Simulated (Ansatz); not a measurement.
# H4KSi: the cost of one run

Computed with Ansatz 0.2.0. Level: RKS PBE0-D4/def2-TZVPD.

## 1. Starting geometry

6 atoms, charge 1, spin multiplicity 1.

Atoms are counted from 1 here; the program's logs count them from 0.

Bond lengths: K1–H6 2.863 Å, Si2–H3 1.496 Å, Si2–H4 1.496 Å, Si2–H5 1.495 Å, Si2–H6 1.522 Å. Angles: H3–Si2–H4 112.0°, H3–Si2–H5 112.4°, H3–Si2–H6 106.7°, H4–Si2–H5 112.2°, H4–Si2–H6 106.4°, H5–Si2–H6 106.7°, K1–H6–Si2 170.8°.

Coordinates:

```xyz
6
H4KSi
K     0.2866   -0.1210   -3.5906
Si   -0.0610    0.0228    0.7658
H    -1.4896   -0.2799    1.0882
H     0.8521   -1.0922    1.1674
H     0.3799    1.3401    1.3189
H     0.0321    0.1302   -0.7496
```

This geometry comes from a loose relaxation at PBE in a small basis, which is not shown.

## 5. Setting up the map

The axes are (1) distance H6···K1: 15 values from 2.418 to 3.818 Å; (2) turn of K1 about H6: 15 values from −90.0 °.

Nothing else is relaxed (both partners rigid). Energies count from the ion and the molecule far apart, frozen as in the relaxed pair, each in its own basis (no counterpoise correction).

(The set-up runs are not shown.)

## 6. Grid point distance H6···K1 = 3.172 Å, turn of K1 about H6 = −12.9°

File input.yaml:

```yaml
crystal:
  periodic: [false, false, false]
  atoms:
    - { symbol: K, position_ang: [0.20043, 0.55591, -3.873723] }
    - { symbol: Si, position_ang: [-0.060489, 0.022348, 0.764116] }
    - { symbol: H, position_ang: [-1.473331, -0.276785, 1.084841] }
    - { symbol: H, position_ang: [0.841744, -1.079946, 1.165651] }
    - { symbol: H, position_ang: [0.375344, 1.325111, 1.311463] }
    - { symbol: H, position_ang: [0.030151, 0.129341, -0.735152] }
total_charge: 1
basis:
  gaussian: { orbitals: def2-TZVPD }
hamiltonian:
  xc: pbe0
  dispersion: d4
output:
  forces: true
```

Started as:

```sh
ansatz run input.yaml --threads 1 --pin off --max-ram 2560MiB --backend cpu --events-out ev --progress --plain --runs-dir out
```

**Question.** How long does this run take on 1 thread of Arm Neoverse N1, shared host, and how much memory does it need?

About 6 s, with a peak of 0.19 GiB.
